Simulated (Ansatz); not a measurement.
# B2PLYP/def2-SVPD run of C2H2S (ethynethiol)

What is the electronic atomisation energy of C2H2S (ethynethiol) at B2PLYP/def2-SVPD? 

The results are computed with Ansatz 0.2.0.

48 further runs of the same task are left out: 48 set aside as unsound or not needed.

## 1. The molecule

The species is C2H2S (5 atoms), meant as a singlet with charge 0. As SMILES, `C#CS`. Geometry: relaxed at PBE0-D4/def2-TZVP.

Bond lengths: C1–C2 1.204 Å, C2–S3 1.679 Å, C1–H4 1.064 Å, S3–H5 1.346 Å. Angles: C1–C2–S3 175.2°, C2–C1–H4 179.3°, C2–S3–H5 96.7°.

## 2. The energy at B2PLYP/def2-SVPD

molecule.yaml reads:

```yaml
crystal:
  periodic: [false, false, false]
  atoms:
    - {symbol: C, position_ang: [-1.196800, -0.342000, 0.001900]}
    - {symbol: C, position_ang: [0.000700, -0.223700, 0.026100]}
    - {symbol: S, position_ang: [1.678900, -0.197600, 0.083400]}
    - {symbol: H, position_ang: [-2.256800, -0.433400, -0.021800]}
    - {symbol: H, position_ang: [1.823900, 1.123100, -0.131000]}
basis:
  gaussian: {orbitals: def2-SVPD}
hamiltonian: {xc: {name: B2PLYP}}
correlation: {frozen_orbitals: {C: 1, H: 0, S: 5}}
accuracy: high
output: {orbitals: {seedname: orbitals}}
```

Launch:

```
$ ansatz run molecule.yaml --threads 1 --pin off --max-ram 3480MiB --events-out events.jsonl --progress --plain --runs-dir runs
```

The program printed:

```text
Warning: RAYON_NUM_THREADS=1 ignored (pool sized by the plan → 1); use --threads N
Functional definition: B2PLYP
  name "B2PLYP"
  parameter a = 0.53
  parameter c = 0.27
  exchange = (1 - a)*b88_x + a*exact_x
  correlation = (1 - c)*lyp_c + c*(mp2_os + mp2_ss)
1540 factors; integrals over basis functions are off by at most 3.7e-9 eV
mean field evaluation 1: about -12922.6961 eV, gradient 3.0e1 eV
mean field evaluation 2: about -12922.6974 eV, gradient 3.0e1 eV
mean field evaluation 4: about -12925.1581 eV, gradient 4.7e0 eV
mean field evaluation 8: about -12925.2175 eV, gradient 6.3e-2 eV
mean field evaluation 16: about -12925.2176 eV, gradient 2.1e-6 eV
mean field -12925.21755623 eV, -474.9929841643 hartree, gradient 3.1e-8 eV, S^2 0.000000; 0 other end points of the search recorded, 0 dependent functions left out
7 core orbitals not correlated: weight in the atoms' cores, before any rotation towards them, 1.000 or more for the frozen orbitals, at most 0.000 for the correlated occupied ones
reference -12925.21757847 eV, -474.9929849817 hartree; 8, 8 occupied and 68, 68 virtual orbitals, 1540 factors
second order -13.75985597 eV of doubles, -0.00000000 eV of singles
Total energy: -12928.93273959 eV, -475.1295146344 hartree
```

Run time: 5.7 s. Hardware: 1 thread of Arm Neoverse V1, shared host; peak memory 0.21 GiB.

## 3. The C atom at the same level

in.yaml reads:

```yaml
crystal:
  periodic: [false, false, false]
  atoms:
    - {symbol: C, position_ang: [0.000000, 0.000000, 0.000000]}
basis:
  gaussian:
    orbitals: def2-SVPD
magnetization:
  spin_polarized: true
  initial_magnetization: 2
hamiltonian:
  xc: {name: B2PLYP}
correlation:
  frozen_orbitals: {C: 1}
accuracy: high
```

Run the same way, it converges to -37.77807 Eh (log not shown).

## 4. The H atom, same level

input.yaml reads:

```yaml
crystal:
  periodic: [false, false, false]
  atoms:
    - {symbol: H, position_ang: [0.000000, 0.000000, 0.000000]}
basis:
  gaussian:
    orbitals: def2-SVPD
magnetization:
  spin_polarized: true
  initial_magnetization: 1
hamiltonian:
  xc: {name: B2PLYP}
correlation:
  frozen_orbitals: {H: 0}
accuracy: high
```

Launch:

```
$ ansatz run input.yaml --threads 1 --pin off --max-ram 3480MiB --events-out events.jsonl --progress --plain --runs-dir runs
```

The program printed:

```text
Warning: RAYON_NUM_THREADS=1 ignored (pool sized by the plan → 1); use --threads N
Functional definition: B2PLYP
  name "B2PLYP"
  parameter a = 0.53
  parameter c = 0.27
  exchange = (1 - a)*b88_x + a*exact_x
  correlation = (1 - c)*lyp_c + c*(mp2_os + mp2_ss)
33 factors; integrals over basis functions are off by at most 2.1e-9 eV
mean field evaluation 1: about -13.5391 eV, gradient 8.8e-1 eV
mean field evaluation 2: about -13.5391 eV, gradient 8.8e-1 eV
mean field evaluation 4: about -13.5492 eV, gradient 3.4e-5 eV
mean field evaluation 8: about -13.5492 eV, gradient 3.3e-11 eV
mean field -13.54924563 eV, -0.4979255927 hartree, gradient 3.3e-11 eV, S^2 0.750000; 0 other end points of the search recorded, 0 dependent functions left out
reference -13.54925786 eV, -0.4979260423 hartree; 1, 0 occupied and 7, 8 virtual orbitals, 33 factors
second order 0.00000000 eV of doubles, -0.00000000 eV of singles
Total energy: -13.54925786 eV, -0.4979260423 hartree
```

It took 0.14 s on 1 thread of Arm Neoverse V1, shared host.

## 5. The S atom at the same level

run.yaml reads:

```yaml
crystal:
  periodic: [false, false, false]
  atoms:
    - symbol: S
      position_ang: [0.000000, 0.000000, 0.000000]
basis:
  gaussian:
    orbitals: def2-SVPD
magnetization:
  spin_polarized: true
  initial_magnetization: 2
hamiltonian:
  xc: {name: B2PLYP}
correlation:
  frozen_orbitals: {S: 5}
accuracy: high
```

Run the same way, it converges to -397.85202 Eh (log not shown).

## 6. What came out

At B2PLYP/def2-SVPD, 7 core orbitals frozen:

```
                                     quantity          value
                       molecule: total energy  -475.12951 Eh
  molecule: HOMO energy (SCF part's orbitals)       -7.93 eV
  molecule: LUMO energy (SCF part's orbitals)        0.74 eV
molecule: HOMO–LUMO gap (SCF part's orbitals)        8.67 eV
                         C atom: total energy   -37.77807 Eh
                                 C atom: ⟨S²⟩          2.006
                         H atom: total energy    -0.49793 Eh
                                 H atom: ⟨S²⟩          0.750
                         S atom: total energy  -397.85202 Eh
                                 S atom: ⟨S²⟩          2.005
                electronic atomisation energy      19.742 eV
```

What this shows: Taking the molecule apart into free atoms costs 19.74 eV (455 kcal/mol), before zero-point energy and without spin-orbit coupling.
